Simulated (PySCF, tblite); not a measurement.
# BF2GeH2 radical: geometry, infrared bands and EPR parameters

Wanted: the infrared bands and EPR parameters of BF2GeH2 radical (`F[B](F)[GeH2]`), by calculation.

The runs use tblite 0.8.0 and PySCF 2.14.0, with density-fitted response routines of our own; the level of theory stands in each step. All values are computed, except where a source is named. Atoms count from 0, in the outputs and in this text.

## (1) The starting structure

6 atoms, charge 0, multiplicity 2; geometry from: force field or distance geometry start.

Bonds of the start (Å): F0–B1 1.44, B1–F2 1.43, B1–Ge3 2.02, Ge3–H4 1.55, Ge3–H5 1.54.

## (2) Relaxing the molecule with GFN2-xTB

The job: settings as JSON, then the geometry in Å.

```
{"job": {"kind": "relax", "xc": "GFN2-xTB", "basis": "xTB"}, "charge": 0, "multiplicity": 2}
F     -1.740600    -1.243300     0.304100
B     -0.973300    -0.045800     0.050800
F     -1.597000     1.135700    -0.449700
Ge     1.014500    -0.043700     0.423100
H      1.699400    -1.139000    -0.429000
H      1.600100     1.338200     0.079200
```

Command:

```
OMP_NUM_THREADS=1 python probes_run.py task.json out
```

The driver reads the jobs from task.json and runs them one after another.

What it wrote:

```text
step      E/eV     max force
  0    -371.77269    3.387
  1    -372.07938    2.224
  2    -372.18408    2.637
  3    -372.25538    0.717
  4    -372.28104    0.430
  5    -372.30910    0.345
  6    -372.31309    0.243
  7    -372.32310    0.244
  8    -372.32597    0.275
  9    -372.33124    0.228
 10    -372.33309    0.162
 11    -372.33445    0.142
 12    -372.33551    0.158
 13    -372.33699    0.163
 14    -372.33847    0.121
 15    -372.33972    0.122
 16    -372.34123    0.142
 17    -372.34452    0.234
 18    -372.35071    0.362
 19    -372.35652    0.335
 20    -372.36106    0.182
 21    -372.36213    0.086
 22    -372.36244    0.074
 23    -372.36306    0.090
 24    -372.36379    0.132
 25    -372.36476    0.136
 26    -372.36557    0.092
 27    -372.36612    0.067
 28    -372.36655    0.094
 29    -372.36703    0.100
 30    -372.36765    0.089
 31    -372.36827    0.051
 32    -372.36874    0.073
 33    -372.36903    0.044
 34    -372.36919    0.036
 35    -372.36929    0.033
 36    -372.36943    0.039
 37    -372.36956    0.044
 38    -372.36968    0.037
 39    -372.36976    0.032
 40    -372.36982    0.032
 41    -372.36988    0.032
 42    -372.36996    0.034
 43    -372.37006    0.041
 44    -372.37016    0.039
 45    -372.37022    0.022
 46    -372.37024    0.006
```

Wall time 0.14 s (1 thread of Arm Neoverse V1, shared host).

Relaxation path: (not every step is listed)

```
step  energy from step 0 (eV)  largest force (eV/Å)
   0                   0.0000                3.3872
   1                  -0.3067                2.2244
   2                  -0.4114                2.6375
   3                  -0.4827                0.7166
   4                  -0.5084                0.4303
   5                  -0.5364                0.3446
   6                  -0.5404                0.2435
   7                  -0.5504                0.2440
   8                  -0.5533                0.2752
  11                  -0.5618                0.1422
  14                  -0.5658                0.1210
  17                  -0.5718                0.2342
  20                  -0.5884                0.1822
  23                  -0.5904                0.0905
  26                  -0.5929                0.0920
  29                  -0.5943                0.0996
  32                  -0.5960                0.0732
  35                  -0.5966                0.0328
  38                  -0.5970                0.0365
  41                  -0.5972                0.0317
  42                  -0.5973                0.0341
  43                  -0.5974                0.0413
  44                  -0.5975                0.0387
  45                  -0.5975                0.0221
  46                  -0.5976                0.0064
```

Close pairs (by a distance rule), those that changed most:

```
  bond  before (Å)  after (Å)  change (Å)
 F0–B1       1.445      1.319      -0.125
 B1–F2       1.427      1.319      -0.107
Ge3–H4       1.548      1.520      -0.027
Ge3–H5       1.540      1.521      -0.019
B1–Ge3       2.022      2.006      -0.017
```

The end geometry stands in the next job.

## (3) Harmonic vibrations with GFN2-xTB

The job: settings as JSON, then the geometry in Å.

```
{"job": {"kind": "ir", "xc": "GFN2-xTB", "basis": "xTB"}, "charge": 0, "multiplicity": 2}
F     -1.669225    -1.156413    -0.007197
B     -0.987797    -0.026688     0.002543
F     -1.729370     1.062013    -0.068939
Ge     0.970942     0.038515     0.428841
H      1.741555    -1.133945    -0.156552
H      1.677017     1.218509    -0.220271
```

What it wrote:

```text
mode    cm-1     km/mol
  1     139.7      4.24
  2     182.9      0.03
  3     243.7     11.92
  4     320.8     53.31
  5     489.5     48.42
  6     492.4     51.79
  7     538.9      5.98
  8     863.1    311.40
  9    1147.6    432.98
 10    1246.7    288.92
 11    1842.6    364.30
 12    1928.7    684.62
```

Run time: 0.08 s. Hardware: 1 thread of Arm Neoverse V1, shared host.

The strongest bands and the atoms that carry them (share of the mass-weighted mode):

```
cm⁻¹  km/mol                               atoms
 321    53.3  B1 42 %, F2 14 %, F0 14 %, H4 11 %
 490    48.4                    H4 47 %, H5 40 %
 492    51.8           B1 34 %, H5 28 %, H4 21 %
 863   311.4                    H5 48 %, H4 48 %
1148   433.0           B1 63 %, F0 18 %, F2 17 %
1247   288.9           B1 71 %, F2 15 %, F0 14 %
1843   364.3                    H5 51 %, H4 48 %
1929   684.6                    H4 50 %, H5 48 %
```

## (4) EPR parameters: B3LYP/def2-TZVP-core+pcH-1

The job, as its differences from that of step 3:

```diff
@@ -1,2 +1,2 @@
-{"job": {"kind": "ir", "xc": "GFN2-xTB", "basis": "xTB"}, "charge": 0, "multiplicity": 2}
+{"job": {"kind": "epr", "basis": "pcH-1"}, "charge": 0, "multiplicity": 2}
 F     -1.669225    -1.156413    -0.007197
```

With the program's defaults for keys left out, this is: UKS B3LYP, def2-TZVP-core on Ge, pcH-1 on B F H, non-relativistic, mean-field spin-orbit, GIAO.

What it wrote:

```text
UKS, coarse grid
  cycle   1  E = -2302.76978748  |g| = 1.38e+00
  cycle   2  E = -2302.63314816  |g| = 1.13e+00
  cycle   3  E = -2302.84402322  |g| = 4.30e-01
  cycle   4  E = -2302.88699706  |g| = 8.28e-02
  cycle   5  E = -2302.88819328  |g| = 1.63e-02
  cycle   6  E = -2302.88825137  |g| = 1.54e-03
  cycle   7  E = -2302.88825208  |g| = 5.75e-04
UKS, final grid
  cycle   1  E = -2302.88837588  |g| = 4.64e-04
  cycle   2  E = -2302.88837588  |g| = 4.73e-04
  cycle   3  E = -2302.88837599  |g| = 5.70e-05
  cycle   4  E = -2302.88837599  |g| = 2.48e-05
E = -2302.88837599 Eh   <S^2> = 0.7529 (exact 0.7500)
g shifts (ppm)      1          2          3
  rmc          -145       -145       -145
  gc             -2         23         22
  oz_so         115      20888      22395
  total         -32      20765      22272
hyperfine (MHz)  atom isotope    a_iso     a_fc   dipolar eigenvalues
    0   19F      30.76      32.59    -45.16    -31.31     76.47
    1   11B      68.55      68.84     -8.29     -6.23     14.53
    2   19F      30.88      32.71    -45.22    -31.35     76.56
    3  73Ge    -170.34    -173.07    -66.95     32.74     34.21
    4    1H      24.60      24.37     -8.80      2.09      6.71
    5    1H      24.65      24.43     -8.80      2.08      6.72
```

Wall time 42 s (1 thread of Arm Neoverse V1, shared host); peak memory 0.78 GiB.

Principal g values 2.00229, 2.02308, 2.02459; g(iso) = 2.01665, against 2.00232 for a free electron.

Mean a(iso) over the nuclei that a row names, and the largest dipolar term of the row (other rows stand at the frozen geometry):

```
nuclei  isotope  a(iso) (MHz)  a(iso) (G, at g = 2.0023)  largest dipolar term (MHz)
   Ge3     73Ge        -170.3                      -60.8                       -67.0
    B1      11B          68.6                       24.5                        14.5
F0, F2      19F          30.8                       11.0                        76.6
H4, H5       1H          24.6                        8.8                        -8.8
```

Mulliken spin populations:

```
atom  value (e)
  F0       0.01
  B1       0.08
  F2       0.01
 Ge3       0.88
  H4       0.01
  H5       0.01
```

In first order the couplings over 0.8 MHz of 11B, 19F, 1H give 36 distinct lines over 112.9 G, if the averaged nuclei exchange fast.

Orbitals, density, ELF and potential are computed afterwards from the orbital file.

ELF in a plane through or near 5 of the atoms.

Ten even steps from '0' (0.00) to '9' (1.00):
```
0000000000000000000000000000
0000000000000000000000000000
0000000000000000000000000000
0000014776410000001100000000
0000389999851000245431000000
0002699999972000367764200000
0003799999973101488687520000
0001699999753322476488631000
0000368995222464378887520000
0000013432431494232421000000
0000012432431494252421000000
0000268995322464368887521000
0002699999853322476488631000
0003899999973101478687520000
0002699999972000367764200000
0000379999851000245432000000
0000014676410000001100000000
0000000000000000000000000000
0000000000000000000000000000
0000000000000000000000000000
```
The map spans 8.6 Å across and 7.6 Å up, centred on the molecule. Atoms in the plane (x, y in Å): F0 (1.7, -1.1), B1 (1.0, 0.0), F2 (1.7, 1.1), H4 (-1.7, -1.2), H5 (-1.7, 1.2).

On the surface of density 0.002 e/bohr³ the electrostatic potential runs, from the 1st to the 99th percentile, from -0.65 V near F0 to 1.69 V near B1.

The spin density lies nearest to Ge3 64 %; B1 14 %; H4, H5 about 9 % each.

## (5) Summary of results

| quantity | value |
| --- | --- |
| strongest single infrared mode (GFN2-xTB) | 1929 cm⁻¹, 685 km/mol |
| zero-point energy (GFN2-xTB) | 13.5 kcal/mol |
| g(iso) (B3LYP) | 2.01665 |
| ⟨S²⟩ | 0.753 (exact 0.75) |
| largest a(iso) (averaged by class) | 73Ge on Ge3, -170.3 MHz |
| surface potential, 1st and 99th percentile | -0.65 V and 1.69 V |

**Reading.** The optimisation took 46 steps and gained 0.598 eV; among the close pairs (by a distance rule), F0–B1 changed most, from 1.445 to 1.319 Å. All 12 modes are real, so the xTB geometry is a minimum. The strongest single mode, at 1929 cm⁻¹, moves mainly H4 and H5. GFN2-xTB is a fitted tight-binding method: band positions and strengths are rough. Its intensities can rank the bands wrongly. Most of the unpaired spin sits on Ge3 (0.88 e). The isotropic g lies 14.3 ppt above the free-electron value. The hyperfine terms hold no scalar relativity, which the heavier nuclei need.
